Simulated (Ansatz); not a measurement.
**Bi started on a Sr site and a Sr vacancy in perovskite SrZrO3, 39 atoms, charge 0**

Aim: let the atoms about the defect relax, then read the frontier levels and the spin by PBEsol and HSE06.

Method: density functional theory in Ansatz 0.2.0, PAW datasets, plane waves.

**1. Starting point**

39 atoms (6 Sr, 1 Bi, 8 Zr, 24 O); a = 8.260 Å, b = 8.260 Å, c = 8.260 Å, α = 90.00°, β = 90.00°, γ = 90.00°. All atoms were shaken off their sites by about 0.02 Å along each axis. Defect site 1: (0.500, 0.500, 0.500). Defect site 2: (0.000, 0.000, 0.500). Starting moments add up to 1 μB.

Steps to follow: (2) PBEsol relaxation at the single k point (¼, ¼, ¼), on 8 threads of Intel Xeon Platinum 8488C; (3) HSE06 single point at the single k point (¼, ¼, ¼), on 8 threads of Intel Xeon Platinum 8488C.

**2. PBEsol relaxation in the fixed cell**

Input file in.yaml:

```yaml
crystal:
  lattice:
    - [8.260000, 0.000000, 0.000000]
    - [0.000000, 8.260000, 0.000000]
    - [0.000000, 0.000000, 8.260000]
  atoms:
    - { symbol: Sr, position: [0.998782, 0.001925, 0.000952] }
    - { symbol: Sr, position: [0.002624, 0.498397, 0.999128] }
    - { symbol: Sr, position: [0.997832, 0.498794, 0.498814] }
    - { symbol: Sr, position: [0.498343, 0.000600, 0.999865] }
    - { symbol: Sr, position: [0.499640, 0.999442, 0.503788] }
    - { symbol: Sr, position: [0.500149, 0.501109, 0.999620] }
    - { symbol: Bi, position: [0.499542, 0.500483, 0.495958], spin: 1 }
    - { symbol: Zr, position: [0.246831, 0.252438, 0.253865] }
    - { symbol: Zr, position: [0.248482, 0.250308, 0.750119] }
    - { symbol: Zr, position: [0.248957, 0.751068, 0.251637] }
    - { symbol: Zr, position: [0.245092, 0.753379, 0.748169] }
    - { symbol: Zr, position: [0.752636, 0.249491, 0.253349] }
    - { symbol: Zr, position: [0.750867, 0.244391, 0.749827] }
    - { symbol: Zr, position: [0.749702, 0.749891, 0.251292] }
    - { symbol: Zr, position: [0.753153, 0.750345, 0.752803] }
    - { symbol: O, position: [0.245374, 0.250002, 0.004482] }
    - { symbol: O, position: [0.248953, 0.250715, 0.499749] }
    - { symbol: O, position: [0.253252, 0.750987, 0.002728] }
    - { symbol: O, position: [0.248146, 0.746376, 0.497426] }
    - { symbol: O, position: [0.748199, 0.248638, 0.999391] }
    - { symbol: O, position: [0.748620, 0.251203, 0.499995] }
    - { symbol: O, position: [0.751116, 0.744980, 0.998081] }
    - { symbol: O, position: [0.752191, 0.753049, 0.502019] }
    - { symbol: O, position: [0.999904, 0.251827, 0.252020] }
    - { symbol: O, position: [0.999906, 0.249846, 0.751389] }
    - { symbol: O, position: [0.003671, 0.747855, 0.248110] }
    - { symbol: O, position: [0.001190, 0.744949, 0.750133] }
    - { symbol: O, position: [0.500993, 0.249941, 0.249347] }
    - { symbol: O, position: [0.500535, 0.245722, 0.750157] }
    - { symbol: O, position: [0.499458, 0.753870, 0.250512] }
    - { symbol: O, position: [0.501138, 0.747237, 0.753246] }
    - { symbol: O, position: [0.250505, 0.997657, 0.249902] }
    - { symbol: O, position: [0.250023, 0.997562, 0.746425] }
    - { symbol: O, position: [0.252273, 0.503514, 0.246812] }
    - { symbol: O, position: [0.249902, 0.496333, 0.743935] }
    - { symbol: O, position: [0.752540, 0.001879, 0.251365] }
    - { symbol: O, position: [0.752820, 0.996056, 0.748038] }
    - { symbol: O, position: [0.754950, 0.502669, 0.246708] }
    - { symbol: O, position: [0.748951, 0.499873, 0.744817] }
  symmetry: { detect: false }
kpoints:
  mp_grid: { grid: [1, 1, 1], shift: [0.25, 0.25, 0.25] }
hamiltonian:
  xc: pbesol
magnetization:
  spin_polarized: true
scf:
  occupations: { method: fermi_dirac, width: 0.01 }
relax:
  f_tol: 0.03
  max_steps: 80
  escape_saddle: false
  adjacent_minimum: "off"
output:
  forces: true
  eigenvalues: true
  populations: true
  write_density: true
  write_potential: true
  elf: true
  volumetric_format: npy
```

Launch:

```
ansatz run in.yaml --threads 8 --pin off --max-ram 13300MiB --runs-dir r --events-out ev --progress --plain
```

The runs that follow: Single point with HSE06.

Q: Predict the outcome of this session. Wanted: for each run, top filled to lowest empty; moment.

**Answer**, as computed:

| level | time | top filled to lowest empty (eV) | moment (μB) |
| --- | --- | --- | --- |
| PBEsol, relaxation | 2.6 min (8 CPU threads) | 0.15 | 1.00 |
| HSE06 | 3 min (8 CPU threads) | 0.81 | 1.00 |

```
            quantity                              value
          relaxation  16 recorded steps, 3.68 eV gained
       largest shift      0.56 Å (O35 and others alike)
largest local moment                      +0.30 μB on O
```

**What this shows.** The relaxation lowers the energy by 3.68 eV; the largest shift is 0.56 Å (O35 and others alike). At the same k points, PBEsol gives a spacing 0.66 eV smaller than the 0.81 eV of HSE06. In a defect cell this spacing can involve defect levels, so it need not be the gap. No spin–orbit coupling is included; with elements this heavy it would shift the edges.
